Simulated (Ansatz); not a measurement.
# RuSe (zincblende): equation of state

How stiff is RuSe (zincblende)? Energies and pressures are computed at volumes on both sides of the relaxed cell and fitted. The cell was built by placing the elements on the sites of a structure type; the runs don't test whether it is the stable form.

Method: DFT PBE, scalar-relativistic, plane waves, PAW, in Ansatz 0.2.0.

2 further runs of the same task are left out: 1 for a known fault of the program, 1 set aside as unsound or not needed. Runs told in other sessions of the task aren't counted.

### Step 1. The starting structure

It takes space group F-43m (No. 216, cubic). The conventional cell has a = 5.504 Å, b = 5.504 Å, c = 5.504 Å, α = 90.00°, β = 90.00°, γ = 90.00°. Ru (site symmetry -43m) has 4 Se at 2.38 Å in its first shell of neighbours. Se (site symmetry -43m) has 4 Ru at 2.38 Å in its first shell of neighbours.

As a file:

```
CELL_PARAMETERS angstrom
0.00000 2.75202 2.75202
2.75202 0.00000 2.75202
2.75202 2.75202 0.00000
ATOMIC_POSITIONS crystal
Ru 0.00000 0.00000 0.00000
Se 0.25000 0.25000 0.25000
```

This cell comes from an earlier session at PBE: 20.843 Å³/atom at -0.01 GPa, on a 10×10×10 mesh.

Volume factors to run: 0.980, 1.020, 0.960, 1.040, 1.070, 1.100, 0.945.

### Step 2. Volume × 0.980

The input, input.yaml:

```yaml
crystal:
  lattice:
    - [0.0, 2.7335483339, 2.7335483339]
    - [2.7335483339, 0.0, 2.7335483339]
    - [2.7335483339, 2.7335483339, 0.0]
  atoms:
    - { symbol: Ru, position: [0.0, 0.0, 0.0] }
    - { symbol: Se, position: [0.25, 0.25, 0.25] }
basis:
  ecutwfc: 420
  ecutrho_ratio: 4
kpoints:
  mp_grid: { grid: [10, 10, 10] }
hamiltonian:
  xc: pbe
scf:
  occupations: { method: gaussian, width: 0.05 }
output:
  forces: true
  stress: true
  eigenvalues: true
```

Run with:

```console
> ansatz run input.yaml --threads 2 --pin off --max-ram 2662MiB --backend cpu --events-out ev --progress --plain --runs-dir out
```

The runs that follow: Scaling the volume by 1.020; At 0.960 of the relaxed volume; Scaling the volume by 1.040; Scaling the volume by 1.070; Scaling the volume by 1.100; Volume × 0.945.

What does the calculation give? Wanted: V0; B0; B0′; scatter of the fit.

The runs gave:

| quantity | value |
| --- | --- |
| V0 | 20.838 Å³/atom |
| B0 | 118 GPa |
| B0′ | 5.0 |
| scatter of the fit | 0.004 meV/atom |

The fitted minimum lies at 20.84 Å³/atom, and the bulk modulus is 118 GPa. One per cent of compression takes about 1.2 GPa. These are values at 0 K without zero-point motion.
